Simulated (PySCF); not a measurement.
# C4H4ClFO: magnetic properties

Aim: compute the magnetic properties of C4H4ClFO (`O=C=CC[C@H](F)Cl`).

Programs: PySCF 2.14.0, with routines of our own; each step states its level. All values are computed. Atoms count from 0.

## 1. The starting structure

11 atoms, charge 0, multiplicity 1; geometry from: GFN2-xTB.

## 2. Magnetic properties: GIAO CAM-B3LYP/pcSseg-1

Job settings and geometry (Å):

```
{"job": {"kind": "mag", "xc": "CAM-B3LYP", "basis": "pcSseg-1", "isotopologues": 2}, "charge": 0, "multiplicity": 1}
O      3.207372    -0.428961    -0.040097
C      2.158312     0.067399     0.005336
C      1.000634     0.641467     0.076688
C     -0.241266    -0.019010     0.617330
C     -1.217156    -0.315793    -0.516277
F     -1.650570     0.842970    -1.079471
Cl    -2.643290    -1.196262     0.103738
H      0.893195     1.637020    -0.322496
H     -0.734370     0.645789     1.329935
H      0.005694    -0.954441     1.117101
H     -0.773130    -0.917507    -1.317750
```

Level: GIAO CAM-B3LYP/pcSseg-1 magnetisability, rotational g tensor and spin-rotation constants, non-relativistic, gas phase.

Launch:

```
OMP_NUM_THREADS=1 python excited_run.py task.json out
```

This one command runs all jobs of the session in turn.

Log:

```text
coarse grid: 10624 points
cycle   1  E = -789.6753699106  dE =  1.217e+00  |g| = 8.943e-01  |ddm| = 3.022e+00
cycle   2  E = -789.4738269447  dE =  2.015e-01  |g| = 1.441e+00  |ddm| = 1.465e+00
cycle   3  E = -789.8271789828  dE = -3.534e-01  |g| = 1.819e-01  |ddm| = 9.233e-01
cycle   4  E = -789.8331935215  dE = -6.015e-03  |g| = 6.453e-02  |ddm| = 1.459e-01
cycle   5  E = -789.8339816387  dE = -7.881e-04  |g| = 1.295e-02  |ddm| = 4.896e-02
cycle   6  E = -789.8340119886  dE = -3.035e-05  |g| = 5.746e-03  |ddm| = 1.397e-02
cycle   7  E = -789.8340189341  dE = -6.945e-06  |g| = 9.035e-04  |ddm| = 5.258e-03
final grid: 100880 points
cycle   8  E = -789.8992544451  dE = -2.092e-05  |g| = 5.151e-03  |ddm| = 1.313e-02
cycle   9  E = -789.8992490697  dE =  5.375e-06  |g| = 7.598e-03  |ddm| = 7.366e-03
cycle  10  E = -789.8992593039  dE = -1.023e-05  |g| = 9.008e-04  |ddm| = 4.669e-03
cycle  11  E = -789.8992594372  dE = -1.333e-07  |g| = 2.640e-04  |ddm| = 6.274e-04
cycle  12  E = -789.8992594496  dE = -1.239e-08  |g| = 7.434e-05  |ddm| = 2.361e-04
cycle  13  E = -789.8992594511  dE = -1.478e-09  |g| = 2.028e-05  |ddm| = 7.648e-05
cycle  14  E = -789.8992594513  dE = -1.594e-10  |g| = 7.000e-06  |ddm| = 3.247e-05
converged SCF energy = -789.8992594513

Magnetisability tensor (1e-30 J/T^2)
    -1167.79      -39.31       23.19
      -39.31    -1110.45       50.56
       23.19       50.56    -1048.37
isotropic -1108.87   principal values   -1201.15  -1105.38  -1020.08
isotropic susceptibility -66.778 1e-6 cm^3/mol

Inertial axes            a          b          c
rot. const./GHz      5.3373     0.9106     0.8254
chi total           -70.760    -68.038    -61.535
chi diamagnetic    -298.267  -1273.299  -1387.185
chi paramagnetic    227.507   1205.261   1325.650
quadrupole/D A      -10.588      4.288      6.300
g nuclear            0.5395     0.5054     0.5018
g electronic        -0.5705    -0.5156    -0.5140
g total             -0.0309    -0.0102    -0.0122

Spin-rotation constants (kHz, H = +C I.J)
atom  isotope        aa         bb         cc
  5    19F        2.938      0.763      0.808
  6   35Cl        0.761      0.221      0.364
  7     1H       -0.621      0.044     -0.098
  8     1H       -0.542     -0.095      0.019
  9     1H       -0.570      0.026     -0.096
 10     1H       -0.429     -0.099      0.052
  0    17O*      -2.010     -0.217     -0.396
  1    13C*       1.832      0.391      0.414
  2    13C*       0.679      0.163      0.092
  3    13C*       0.896      0.166      0.139
  4    13C*       1.520      0.234      0.267
* in the singly substituted isotopologue

Isotopologues: g along a, b, c
2H    at 7,8,9,10          -0.0281    -0.0100    -0.0121
18O   at 0                 -0.0306    -0.0098    -0.0118
```

It took 22 s on 1 thread of Intel Xeon 6975P-C, shared host; peak memory 0.74 GiB.

From this job:

| quantity | value |
| --- | --- |
| magnetisability | -1109·10⁻³⁰ J/T² |
| molar susceptibility | -66.8·10⁻⁶ cm³/mol |
| rotational g (a, b, c) | -0.0309, -0.0102, -0.0122 |

Orbitals, density, ELF and potential are computed afterwards from the orbital file.

Frontier orbitals at CAM-B3LYP/pcSseg-1, with the share of their density that lies nearest to each atom:

| orbital | energy (eV) | lies on |
| --- | --- | --- |
| HOMO | -8.59 | C2 42 %; O0 24 %; C1 16 % |
| LUMO | -0.14 | C1 46 %; O0 26 %; H7 10 % |

ELF in a plane through or near 5 of the atoms.

Ten even steps from '0' (0.00) to '9' (0.92):
```
0000000000000000000000000000
0000000000000000000000000000
0000000000000000000000000000
0000000000000000111000000000
0000000000331002565310000000
0000000001674005898730000000
0000000001685004968830000000
0000011113576101788500000000
0000234557887203354113541000
0002567814986236436579873000
0003788922975237318889984000
0004895774621225558426984100
0004898886201431127445973000
0002678743002761028989751000
0000234421002771027998520000
0000001100000320015765210000
0000000000000000001321000000
0000000000000000000000000000
0000000000000000000000000000
0000000000000000000000000000
```
The map spans 11.4 Å across and 8.2 Å up, centred on the molecule. Atoms in the plane (x, y in Å): O0 (-3.1, -0.6), C1 (-2.1, -0.1), C4 (1.3, 0.1), F5 (1.6, 1.4), Cl6 (2.8, -0.8).

log10 of the density (e/Å³) in the same plane.

Ten even steps from ' ' (-4.0) to '@' (1.9):
```
                                                        
                                                        
                    ....      ....::::..                
                ....::::::..::----====--::              
              ..::--------::--==++++++==--::            
            ..::----======--==++**####++==::..          
        ..::::----==++++++====++##@@%%**==--::..        
      ..::--======++++**++++==++**####**==----::::      
    ..--====++++**********++++****##**++++====----..    
    ::--++++****####******++++**%%@@******++++==--::..  
  ..::==++**####%%##****++++****##%%********++++==::..  
  ..--==**##%%####****++++++++********##%%##**++==--....
  ..--==++**####**++++====++++++++++**##%%##**++==--..  
    ::--==++****++====--============****##**++++--::..  
    ..::--========--------======--==++++**++====--::    
      ..::::----::::..::::----------========----::..    
          ........    ....::::..::::--------::::..      
                                  ....::::::....        
                                                        
                                                        
```
The map spans 11.4 Å across and 8.2 Å up, centred on the molecule. Atoms in the plane (x, y in Å): O0 (-3.1, -0.6), C1 (-2.1, -0.1), C4 (1.3, 0.1), F5 (1.6, 1.4), Cl6 (2.8, -0.8).

On the surface of density 0.002 e/bohr³ the electrostatic potential runs, from the 1st to the 99th percentile, from -0.75 V near O0 to 1.55 V near H9.

## 3. Magnetic properties: GIAO HF/ANO-RCC-VDZP

Settings changed since step 2:

```diff
@@ -1,2 +1,2 @@
-{"job": {"kind": "mag", "xc": "CAM-B3LYP", "basis": "pcSseg-1", "isotopologues": 2}, "charge": 0, "multiplicity": 1}
+{"job": {"kind": "mag", "xc": "HF", "basis": "ANO-RCC-VDZP"}, "charge": 0, "multiplicity": 1}
 O      3.207372    -0.428961    -0.040097
```

Method: GIAO HF/ANO-RCC-VDZP magnetisability, rotational g tensor and spin-rotation constants, non-relativistic, gas phase.

Log:

```text
final grid: 100880 points
cycle   1  E = -787.0813272419  dE =  1.626e+00  |g| = 8.850e-01  |ddm| = 4.606e+00
cycle   2  E = -787.1956266570  dE = -1.143e-01  |g| = 6.511e-01  |ddm| = 1.278e+00
cycle   3  E = -787.2793603945  dE = -8.373e-02  |g| = 9.637e-02  |ddm| = 5.090e-01
cycle   4  E = -787.2821879107  dE = -2.828e-03  |g| = 4.256e-02  |ddm| = 1.311e-01
cycle   5  E = -787.2828001182  dE = -6.122e-04  |g| = 1.109e-02  |ddm| = 6.213e-02
cycle   6  E = -787.2828783435  dE = -7.823e-05  |g| = 5.251e-03  |ddm| = 2.292e-02
cycle   7  E = -787.2829009347  dE = -2.259e-05  |g| = 1.946e-03  |ddm| = 1.424e-02
cycle   8  E = -787.2829045576  dE = -3.623e-06  |g| = 7.624e-04  |ddm| = 6.199e-03
cycle   9  E = -787.2829050454  dE = -4.878e-07  |g| = 2.149e-04  |ddm| = 2.368e-03
cycle  10  E = -787.2829050832  dE = -3.774e-08  |g| = 6.294e-05  |ddm| = 6.168e-04
cycle  11  E = -787.2829050864  dE = -3.272e-09  |g| = 2.138e-05  |ddm| = 1.763e-04
cycle  12  E = -787.2829050868  dE = -3.574e-10  |g| = 8.917e-06  |ddm| = 5.952e-05
converged SCF energy = -787.2829050868

Magnetisability tensor (1e-30 J/T^2)
    -1191.46      -35.28       20.44
      -35.28    -1145.06       44.41
       20.44       44.41    -1088.80
isotropic -1141.77   principal values   -1222.70  -1138.26  -1064.35
isotropic susceptibility -68.759 1e-6 cm^3/mol

Inertial axes            a          b          c
rot. const./GHz      5.3373     0.9106     0.8254
chi total           -72.149    -69.944    -64.184
chi diamagnetic    -298.961  -1275.074  -1389.859
chi paramagnetic    226.811   1205.130   1325.675
quadrupole/D A      -12.320      4.391      7.929
g nuclear            0.5395     0.5054     0.5018
g electronic        -0.5687    -0.5155    -0.5140
g total             -0.0292    -0.0101    -0.0122

Spin-rotation constants (kHz, H = +C I.J)
atom  isotope        aa         bb         cc
  5    19F        1.589      0.436      0.590
  6   35Cl        0.529      0.159      0.278
  7     1H       -0.618      0.043     -0.098
  8     1H       -0.551     -0.096      0.015
  9     1H       -0.573      0.022     -0.095
 10     1H       -0.465     -0.102      0.045
  0    17O*      -1.897     -0.175     -0.379
  1    13C*       1.680      0.367      0.394
  2    13C*       0.643      0.142      0.073
  3    13C*       0.773      0.139      0.117
  4    13C*       1.356      0.208      0.231
* in the singly substituted isotopologue
```

It took 13 s on 1 thread of Intel Xeon 6975P-C, shared host; peak memory 0.62 GiB.

In short:

| quantity | value |
| --- | --- |
| magnetisability | -1142·10⁻³⁰ J/T² |
| molar susceptibility | -68.8·10⁻⁶ cm³/mol |
| rotational g (a, b, c) | -0.0292, -0.0101, -0.0122 |

## 4. Magnetic properties: GIAO HF/def2-SVP

Settings changed since step 3:

```diff
@@ -1,2 +1,2 @@
-{"job": {"kind": "mag", "xc": "HF", "basis": "ANO-RCC-VDZP"}, "charge": 0, "multiplicity": 1}
+{"job": {"kind": "mag", "xc": "HF", "basis": "def2-SVP", "scf": {"diis": false, "level_shift": 0.9, "max_cycle": 91}}, "charge": 0, "multiplicity": 1}
 O      3.207372    -0.428961    -0.040097
```

Level: GIAO HF/def2-SVP magnetisability, rotational g tensor and spin-rotation constants, non-relativistic, gas phase.

Log:

```text
final grid: 100880 points
cycle   1  E = -786.7162556805  dE =  1.754e+00  |g| = 1.289e+00  |ddm| = 3.352e+00
cycle   2  E = -787.1121927393  dE = -3.959e-01  |g| = 3.434e-01  |ddm| = 1.007e+00
cycle   3  E = -787.1461927825  dE = -3.400e-02  |g| = 1.610e-01  |ddm| = 3.361e-01
cycle   4  E = -787.1557019586  dE = -9.509e-03  |g| = 9.406e-02  |ddm| = 1.791e-01
cycle   5  E = -787.1592764799  dE = -3.575e-03  |g| = 5.951e-02  |ddm| = 1.128e-01
cycle   6  E = -787.1608244352  dE = -1.548e-03  |g| = 3.998e-02  |ddm| = 7.647e-02
cycle   7  E = -787.1615637081  dE = -7.393e-04  |g| = 2.805e-02  |ddm| = 5.412e-02
cycle   8  E = -787.1619431453  dE = -3.794e-04  |g| = 2.033e-02  |ddm| = 3.919e-02
cycle   9  E = -787.1621487764  dE = -2.056e-04  |g| = 1.511e-02  |ddm| = 2.875e-02
cycle  10  E = -787.1622650074  dE = -1.162e-04  |g| = 1.145e-02  |ddm| = 2.128e-02
cycle  11  E = -787.1623329327  dE = -6.793e-05  |g| = 8.805e-03  |ddm| = 1.587e-02
cycle  12  E = -787.1623737057  dE = -4.077e-05  |g| = 6.858e-03  |ddm| = 1.192e-02
cycle  13  E = -787.1623987167  dE = -2.501e-05  |g| = 5.396e-03  |ddm| = 9.019e-03
cycle  14  E = -787.1624143320  dE = -1.562e-05  |g| = 4.279e-03  |ddm| = 6.873e-03
cycle  15  E = -787.1624242221  dE = -9.890e-06  |g| = 3.417e-03  |ddm| = 5.275e-03
cycle  16  E = -787.1624305598  dE = -6.338e-06  |g| = 2.742e-03  |ddm| = 4.077e-03
cycle  17  E = -787.1624346602  dE = -4.100e-06  |g| = 2.211e-03  |ddm| = 3.172e-03
cycle  18  E = -787.1624373337  dE = -2.674e-06  |g| = 1.788e-03  |ddm| = 2.484e-03
cycle  19  E = -787.1624390882  dE = -1.754e-06  |g| = 1.451e-03  |ddm| = 1.957e-03
cycle  20  E = -787.1624402457  dE = -1.157e-06  |g| = 1.180e-03  |ddm| = 1.550e-03
cycle  21  E = -787.1624410125  dE = -7.669e-07  |g| = 9.617e-04  |ddm| = 1.234e-03
cycle  22  E = -787.1624415225  dE = -5.099e-07  |g| = 7.850e-04  |ddm| = 9.863e-04
cycle  23  E = -787.1624418626  dE = -3.401e-07  |g| = 6.416e-04  |ddm| = 7.915e-04
cycle  24  E = -787.1624420900  dE = -2.274e-07  |g| = 5.250e-04  |ddm| = 6.374e-04
cycle  25  E = -787.1624422425  dE = -1.524e-07  |g| = 4.300e-04  |ddm| = 5.148e-04
cycle  26  E = -787.1624423448  dE = -1.023e-07  |g| = 3.525e-04  |ddm| = 4.169e-04
cycle  27  E = -787.1624424136  dE = -6.880e-08  |g| = 2.892e-04  |ddm| = 3.384e-04
cycle  28  E = -787.1624424599  dE = -4.634e-08  |g| = 2.374e-04  |ddm| = 2.753e-04
cycle  29  E = -787.1624424912  dE = -3.125e-08  |g| = 1.950e-04  |ddm| = 2.243e-04
cycle  30  E = -787.1624425123  dE = -2.109e-08  |g| = 1.603e-04  |ddm| = 1.830e-04
cycle  31  E = -787.1624425265  dE = -1.426e-08  |g| = 1.318e-04  |ddm| = 1.496e-04
cycle  32  E = -787.1624425362  dE = -9.647e-09  |g| = 1.085e-04  |ddm| = 1.224e-04
cycle  33  E = -787.1624425427  dE = -6.544e-09  |g| = 8.929e-05  |ddm| = 1.003e-04
cycle  34  E = -787.1624425471  dE = -4.435e-09  |g| = 7.356e-05  |ddm| = 8.230e-05
cycle  35  E = -787.1624425502  dE = -3.016e-09  |g| = 6.063e-05  |ddm| = 6.759e-05
cycle  36  E = -787.1624425522  dE = -2.049e-09  |g| = 5.002e-05  |ddm| = 5.558e-05
cycle  37  E = -787.1624425536  dE = -1.397e-09  |g| = 4.129e-05  |ddm| = 4.575e-05
cycle  38  E = -787.1624425546  dE = -9.545e-10  |g| = 3.412e-05  |ddm| = 3.771e-05
cycle  39  E = -787.1624425552  dE = -6.494e-10  |g| = 2.822e-05  |ddm| = 3.112e-05
level shift removed, Fock matrix diagonalised once more
converged SCF energy = -787.1624425552

Magnetisability tensor (1e-30 J/T^2)
    -1187.44      -33.93       17.78
      -33.93    -1147.52       44.64
       17.78       44.64    -1094.94
isotropic -1143.30   principal values   -1219.19  -1141.30  -1069.40
isotropic susceptibility -68.851 1e-6 cm^3/mol

Inertial axes            a          b          c
rot. const./GHz      5.3373     0.9106     0.8254
chi total           -71.905    -70.185    -64.463
chi diamagnetic    -297.904  -1273.895  -1388.429
chi paramagnetic    225.999   1203.710   1323.967
quadrupole/D A      -12.040      4.464      7.577
g nuclear            0.5395     0.5054     0.5018
g electronic        -0.5667    -0.5149    -0.5134
g total             -0.0272    -0.0095    -0.0116

Spin-rotation constants (kHz, H = +C I.J)
atom  isotope        aa         bb         cc
  5    19F        1.089      0.492      0.496
  6   35Cl        0.484      0.140      0.251
  7     1H       -0.634      0.038     -0.100
  8     1H       -0.556     -0.097      0.013
  9     1H       -0.584      0.020     -0.098
 10     1H       -0.465     -0.103      0.045
  0    17O*      -1.871     -0.176     -0.370
  1    13C*       1.603      0.348      0.371
  2    13C*       0.579      0.129      0.063
  3    13C*       0.704      0.127      0.108
  4    13C*       1.262      0.195      0.217
* in the singly substituted isotopologue
```

Wall time 6.5 s (1 thread of Intel Xeon 6975P-C, shared host); peak memory 0.54 GiB.

Despite no DIIS and a large level shift, the SCF converged in 39 cycles.

Key values:

| quantity | value |
| --- | --- |
| magnetisability | -1143·10⁻³⁰ J/T² |
| molar susceptibility | -68.9·10⁻⁶ cm³/mol |
| rotational g (a, b, c) | -0.0272, -0.0095, -0.0116 |

## 5. The levels compared

| level | ξ (10⁻³⁰ J/T²) | g(a) | g(b) | gap (eV) | functions | time |
| --- | --- | --- | --- | --- | --- | --- |
| GIAO CAM-B3LYP/pcSseg-1 | -1109 | -0.0309 | -0.0102 | 8.45 | 146 | 22 s |
| GIAO HF/ANO-RCC-VDZP | -1142 | -0.0292 | -0.0101 | 12.28 | 122 | 13 s |
| GIAO HF/def2-SVP | -1143 | -0.0272 | -0.0095 | 13.17 | 122 | 6.5 s |

## 6. Outcome

| quantity | value |
| --- | --- |
| magnetisability (step 2, GIAO CAM-B3LYP/pcSseg-1) | -1109·10⁻³⁰ J/T² |
| molar susceptibility (step 2, GIAO CAM-B3LYP/pcSseg-1) | -66.8·10⁻⁶ cm³/mol |
| rotational g (a, b, c) (step 2, GIAO CAM-B3LYP/pcSseg-1) | -0.0309, -0.0102, -0.0122 |
| surface potential, 1st and 99th percentile | -0.75 V and 1.55 V |
| magnetisability over the levels | -1143 to -1109·10⁻³⁰ J/T² |

What this shows: The magnetisability spreads by 3.0 % over 3 levels, from GIAO HF/def2-SVP (6.5 s) to GIAO CAM-B3LYP/pcSseg-1 (22 s); the runs took 6.5 s to 22 s. Vibrational averaging and real surroundings are missing from these values.
